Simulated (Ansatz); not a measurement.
# C2H7Ga: basis-set convergence

One table from this session's results is given with a row withheld; the runs are named, their logs left out.

Computed with Ansatz 0.2.0, Gaussian basis. Level: one geometry, several basis sets.

Plan: PBE0-D4/def2-SVP; ωB97M-V/def2-SVP; PBE0-D4/def2-QZVPP; ωB97M-V/def2-QZVPP; the functionals' def2-TZVPP values are taken from earlier runs.

## The geometry

All runs share one geometry, relaxed beforehand with PBE0-D4 in a triple-zeta def2 set.

10 atoms, charge 0, spin multiplicity 1.

Atoms are counted from 1 here; the program's logs count them from 0.

Bond lengths: C1–C2 1.531 Å, C1–H4 1.094 Å, C1–H5 1.094 Å, C1–H6 1.094 Å, C2–Ga3 1.978 Å, C2–H7 1.093 Å, C2–H8 1.094 Å, Ga3–H9 1.576 Å, Ga3–H10 1.576 Å. Angles: C2–C1–H4 111.5°, C2–C1–H5 112.0°, C2–C1–H6 112.0°, H4–C1–H5 106.9°, H4–C1–H6 106.9°, H5–C1–H6 107.3°, C1–C2–Ga3 111.1°, C1–C2–H7 109.9°, C1–C2–H8 109.9°, Ga3–C2–H7 109.5°, Ga3–C2–H8 109.3°, H7–C2–H8 107.1°, C2–Ga3–H9 120.8°, C2–Ga3–H10 120.5°, H9–Ga3–H10 118.6°.

As a file:

```
atom    x (Å)    y (Å)    z (Å)
  C1  -1.0249   0.4507  -0.6285
  C2  -0.0926  -0.6840  -0.1951
 Ga3   1.3680  -0.0068   0.9545
  H4  -1.8346   0.0836  -1.2664
  H5  -0.4953   1.2205  -1.1976
  H6  -1.4939   0.9450   0.2275
  H7  -0.6595  -1.4460   0.3467
  H8   0.3369  -1.1690  -1.0763
  H9   1.2015   0.0515   2.5205
 H10   2.6946   0.5544   0.3147
```

Set-up of the first run:

Input file in.yaml:

```yaml
crystal:
  periodic: [false, false, false]
  atoms:
    - {symbol: C, position_ang: [-1.024898, 0.450708, -0.628544]}
    - {symbol: C, position_ang: [-0.092637, -0.683977, -0.195141]}
    - {symbol: Ga, position_ang: [1.367961, -0.006803, 0.954537]}
    - {symbol: H, position_ang: [-1.834647, 0.083618, -1.266383]}
    - {symbol: H, position_ang: [-0.495348, 1.220519, -1.197584]}
    - {symbol: H, position_ang: [-1.493898, 0.944959, 0.227465]}
    - {symbol: H, position_ang: [-0.659540, -1.445994, 0.346680]}
    - {symbol: H, position_ang: [0.336930, -1.168968, -1.076297]}
    - {symbol: H, position_ang: [1.201455, 0.051544, 2.520533]}
    - {symbol: H, position_ang: [2.694621, 0.554406, 0.314745]}
basis:
  gaussian: {orbitals: def2-SVP}
hamiltonian: {xc: pbe0, dispersion: d4}
output: {orbitals: {seedname: orbitals}}
```

The run is started by

```
ansatz run in.yaml --threads 4 --pin off --events-out ev --progress --plain --max-ram 10444MiB
```

Steps of the session up to this table: PBE0-D4 in def2-SVP; ωB97M-V in def2-SVP; PBE0-D4 in def2-QZVPP; ωB97M-V in def2-QZVPP.

One of the session's tables, all rows but one given; the rest of the session is left out.

It belongs to the step «Density functionals: the series». 

```
functional       basis  HOMO (eV)  LUMO (eV)
   PBE0-D4    def2-SVP      -7.48      -1.39
   PBE0-D4  def2-TZVPP      -7.49      -1.42
   PBE0-D4  def2-QZVPP      -7.49      -1.47
   ωB97M-V    def2-SVP      -9.66       0.31
   ωB97M-V  def2-TZVPP      -9.68       0.24
   ωB97M-V  def2-QZVPP          ?          ?
```

Q: Estimate the row for ωB97M-V, def2-QZVPP from the others.

The run gave: HOMO (eV): -9.69; LUMO (eV): 0.05. In the column «HOMO (eV)» it is the lowest.
